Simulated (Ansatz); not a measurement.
**LuCd (Pm-3m): frozen displacement of one atom**

A script is to give a frozen displacement of one atom; the system is LuCd (Pm-3m).

Computed with Ansatz 0.2.0 through its Python package. Level of theory: DFT LDA, plane waves, PAW.

## (1) The system

The structure is cubic, space group Pm-3m (No. 221). The conventional cell has a = 3.641 Å, b = 3.641 Å, c = 3.641 Å, α = 90.00°, β = 90.00°, γ = 90.00°. Around Lu (site symmetry m-3m) lie 8 Cd at 3.15 Å. Around Cd (site symmetry m-3m) lie 8 Lu at 3.15 Å.

The script holds or builds the structure itself.

## (2) The script

File lucd.py:

```python
"""Energy and force of LuCd as one atom is pushed off its site."""

import ansatz as az
import numpy as np

cell = (
    az.Lattice.of((3.64099, 0.0, 0.0), (0.0, 3.64099, 0.0), (0.0, 0.0, 3.64099))
    .atom("Lu", (0.5, 0.5, 0.5))
    .atom("Cd", (0.0, 0.0, 0.0))
)

inverse = np.linalg.inv(np.array(cell.lattice.vectors))
home = np.array(cell.sites[0].position)
values = np.linspace(-0.02, 0.02, 5)
energies, pulls = [], []
for shift in values:
    moved = cell.move(0, to=home + shift * inverse[0])
    model = moved.calculation().functional("lda").kpoints(7, center="gamma").occupations("fermi_dirac").forces()
    summary = model.run(threads=1, pin="off").report
    energies.append(summary["free_energy_ev"])
    pulls.append(summary["forces_ev_ang"][0][0])

# the force is minus the slope of the free energy
print("shift (A)   dE (eV)   force along x (eV/A)")
for shift, e, f in zip(values, energies, pulls):
    print(f"{shift:8.3f} {e - energies[2]:10.5f} {f:12.4f}")
print(f"stiffness from energies {2 * np.polyfit(values, energies, 2)[0]:.3f}, from forces {-np.polyfit(values, pulls, 1)[0]:.3f} eV/A^2")
```

## (3) The calls as engine input

The package turns the script's settings into the engine's input (first run):

```yaml
crystal:
  lattice:
    - [3.64099, 0.0, 0.0]
    - [0.0, 3.64099, 0.0]
    - [0.0, 0.0, 3.64099]
  atoms:
    - { symbol: Lu, position: [0.49450698848390134, 0.5, 0.5] }
    - { symbol: Cd, position: [0.0, 0.0, 0.0] }
kpoints:
  mp_grid:
    grid: [7, 7, 7]
    shift: [0.0, 0.0, 0.0]
hamiltonian:
  xc: lda
scf:
  occupations:
    method: fermi_dirac
output:
  forces: true
```

## (4) Launch

Run with:

```console
$ python lucd.py
```

**Question.** How stiff is this displacement, and do energies and forces agree?

**Answer**, as computed:

| quantity | value |
| --- | --- |
| runs compared | 5 |
| range of energy | 0.28 meV/atom |
| lowest point, shift of atom 1 from run 1 (Å) | 0.020 |

In words: The curvature of the energy gives 2.768 eV/Å² and the slope of the force 2.768 eV/Å², a positive curvature. The mesh is modest for a metal, so energies can be off by several to tens of meV an atom and pressures by half a GPa or more; differences at equal mesh fare better. In a metal a curvature from energy changes of a few meV or less hangs on mesh and smearing, in size and even in sign. The structure comes from a database of computed cells and needn't be a stable or known phase. All periodic images of the atom move with it, so the curvature is one diagonal element of the zone-centre force constants and no normal mode; a positive value doesn't exclude soft modes in which several atoms move.
